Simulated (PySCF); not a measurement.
# H3NdP (Nd(PH3)3+): the cost of one run

The runs use PySCF 2.14.0; TPSS, Nd lcecp-1-SVP with ECP49, P def2-SVP, H def2-SVP; scalar-relativistic core potentials, no spin–orbit coupling.

3 further runs of the same task are left out: 1 for a known fault of the program, 1 that didn't finish, 1 set aside as unsound or not needed.

### Step 1. Starting geometry

5 atoms, charge 3, spin multiplicity 1.

Bond lengths: Nd1–P2 2.962 Å, P2–H3 1.420 Å, P2–H4 1.420 Å, P2–H5 1.420 Å. Angles: Nd1–P2–H3 121.6°, Nd1–P2–H4 121.6°, Nd1–P2–H5 121.6°, H3–P2–H4 95.1°, H3–P2–H5 95.1°, H4–P2–H5 95.1°.

Geometry (Å):

```
atom    x (Å)    y (Å)   z (Å)
 Nd1   0.0000   0.0000  0.0000
  P2   0.0000   0.0000  2.9625
  H3   1.2100   0.0000  3.7057
  H4  -0.6050   1.0479  3.7057
  H5  -0.6050  -1.0479  3.7057
```

Formal oxidation states: Nd +3. Each metal's 3 4f electrons lie in its core potential, so multiplicities, spins and levels count the valence alone.

### Step 2. SCF at the start, singlet

File run.py (the lines that set the calculation):

```python
mol = gto.M(atom='''
Nd     0.00000     0.00000     0.00000
P      0.00000     0.00000     2.96250
H      1.21000     0.00000     3.70570
H     -0.60500     1.04790     3.70570
H     -0.60500    -1.04790     3.70570''',
    basis={'Nd': 'lcecp-1-SVP', 'P': 'def2-SVP', 'H': 'def2-SVP'},
    ecp={'Nd': 'lcecp-1-SVP'},
    charge=3, spin=0)
mf = dft.RKS(mol, xc='TPSS')
mf.grids.atom_grid = (50, 194)  # f atoms: unpruned, at least (60, 302)
mf = mf.density_fit()  # fitting sets: Nd AutoAux, P def2-universal-JKFIT, H def2-universal-JKFIT
mf.conv_tol = 1e-08; mf.max_cycle = 55
mf.kernel(dm0)  # dm0: free metal ions and neutral atoms
```

The run is started by

```console
> OMP_NUM_THREADS=2 python run.py
```

**Question.** How long does this run take on 2 threads of Arm Neoverse V1, shared host, and how much memory does it need?

About 3.6 s, with a peak of 0.4 GiB.
